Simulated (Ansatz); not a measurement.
# C₂H₇FSSi: one species, many methods

Aim: compute C₂H₇FSSi with functionals from several rungs and with coupled cluster, and see how far each lands from CCSD(T) at the basis-set limit for the atomisation energy.

The runs use Ansatz 0.2.0, Gaussian basis; functionals in def2-TZVPP, the program's frozen cores in correlated methods.

Levels to be run: LDA (SPW92), PBE-D4, revPBE-D4, BLYP-D4, r2SCAN-D4, B97M-V, PBE0-D4, B3LYP-D4, r2SCANh-D4, r2SCAN0-D4, HSE06-D4, BHLYP-D4, CAM-B3LYP-D4, LC-ωPBE, ωB97X-V, ωB97M-V, B2PLYP, PBE-QIDH; CCSD(T)/def2-SVP; CCSD(T)/def2-TZVPP; MP2/def2-QZVPP; extrapolation to the limit; RPA on PBE.

### 1 The geometry

All runs share one geometry, relaxed beforehand with PBE0-D4 in a triple-zeta def2 set.

SMILES `C[SiH](S)CF`, 12 atoms, charge 0, spin multiplicity 1.

Atoms are counted from 1 here; the program's logs count them from 0.

Bond lengths: C1–Si2 1.861 Å, C1–H6 1.092 Å, C1–H7 1.093 Å, C1–H8 1.093 Å, Si2–S3 2.143 Å, Si2–C4 1.894 Å, Si2–H9 1.485 Å, S3–H10 1.344 Å, C4–F5 1.395 Å, C4–H11 1.095 Å, C4–H12 1.096 Å. Angles: Si2–C1–H6 110.9°, Si2–C1–H7 111.0°, Si2–C1–H8 109.8°, H6–C1–H7 108.3°, H6–C1–H8 108.7°, H7–C1–H8 108.1°, C1–Si2–S3 113.2°, C1–Si2–C4 110.1°, C1–Si2–H9 111.7°, S3–Si2–C4 108.2°, S3–Si2–H9 104.0°, C4–Si2–H9 109.5°, Si2–S3–H10 94.6°, Si2–C4–F5 110.0°, Si2–C4–H11 111.3°, Si2–C4–H12 111.3°, F5–C4–H11 108.4°, F5–C4–H12 108.0° and more.

### 2 LDA

This LDA is Slater exchange with PW92 correlation.

in.yaml reads:

```yaml
crystal:
  periodic: [false, false, false]
  atoms:
    - {symbol: C, position_ang: [-1.406874, 0.521575, 0.594125]}
    - {symbol: Si, position_ang: [0.331231, 0.584216, -0.066961]}
    - {symbol: S, position_ang: [1.817486, 0.673771, 1.474671]}
    - {symbol: C, position_ang: [0.676626, -0.943461, -1.132001]}
    - {symbol: F, position_ang: [-0.307878, -1.075794, -2.110906]}
    - {symbol: H, position_ang: [-1.638421, 1.421907, 1.166114]}
    - {symbol: H, position_ang: [-1.546327, -0.344418, 1.245872]}
    - {symbol: H, position_ang: [-2.115512, 0.440026, -0.234206]}
    - {symbol: H, position_ang: [0.570103, 1.811663, -0.868173]}
    - {symbol: H, position_ang: [1.368449, -0.415959, 2.121149]}
    - {symbol: H, position_ang: [1.649405, -0.871199, -1.628488]}
    - {symbol: H, position_ang: [0.678713, -1.857428, -0.526998]}
basis:
  gaussian: {orbitals: def2-TZVPP}
hamiltonian: {xc: lda}
output: {orbitals: {seedname: orbitals}}
```

The runs that follow: PBE-D4 (GGA); revPBE-D4 (GGA); BLYP-D4 (GGA); r2SCAN-D4 (meta-GGA); B97M-V (meta-GGA); PBE0-D4 (hybrid); B3LYP-D4 (hybrid); r2SCANh-D4 (hybrid); r2SCAN0-D4 (hybrid); HSE06-D4 (hybrid); BHLYP-D4 (hybrid); CAM-B3LYP-D4 (range-separated); LC-ωPBE (range-separated); ωB97X-V (range-separated); ωB97M-V (range-separated); B2PLYP (double hybrid); PBE-QIDH (double hybrid); CCSD(T) in def2-SVP; CCSD(T) in def2-TZVPP; MP2 in def2-QZVPP; RPA on PBE orbitals.

Before running them: what should the planned runs give, taken together? Wanted: atomisation energy, CCSD(T)/CBS; farthest beyond LDA; mean size of error, GGA; mean size of error, meta-GGA; mean size of error, hybrid; mean size of error, range-separated; mean size of error, double hybrid; gap, smallest and largest; T1 diagnostic.

As calculated:

| quantity | value |
| --- | --- |
| atomisation energy, CCSD(T)/CBS | 4260.1 kJ/mol |
| functionals within 21.3 kJ/mol (0.5 %) | r2SCAN-D4, B97M-V, PBE0-D4, B3LYP-D4, r2SCANh-D4, HSE06-D4, CAM-B3LYP-D4, ωB97X-V, ωB97M-V |
| farthest beyond LDA | BHLYP-D4 (-110.8 kJ/mol) |
| mean size of error, GGA | 40.7 kJ/mol |
| mean size of error, meta-GGA | 13.3 kJ/mol |
| mean size of error, hybrid | 29.8 kJ/mol |
| mean size of error, range-separated | 17.5 kJ/mol |
| mean size of error, double hybrid | 45.1 kJ/mol |
| gap, smallest and largest | 5.53 eV (LDA (SPW92)), 12.71 eV (LC-ωPBE) |
| T1 diagnostic | 0.0108 |
| triples share of the correlation energy | 3.6 % |

**Reading.** LDA overbinds by 578.7 kJ/mol (14 %). PBE-D4 misses by +56.4 kJ/mol. Double hybrids carry the basis error of their MP2 part in triple zeta, and no dispersion term here, so their miss is partly the set-up's. The rungs meta-GGA, range-separated miss on average by less than the doubt on the reference (21.3 kJ/mol), so they tie. Misses under about 21.3 kJ/mol are within the doubt on the reference itself, which lacks core-valence correlation, relativity and higher excitations. Hartree-Fock recovers 74 % of the binding; the rest is correlation. CCSD(T) in def2-SVP is off by -260.5 kJ/mol, which most functionals beat. The gap grows from 5.5 to 12.7 eV across the functionals, mostly with the share of exact exchange.
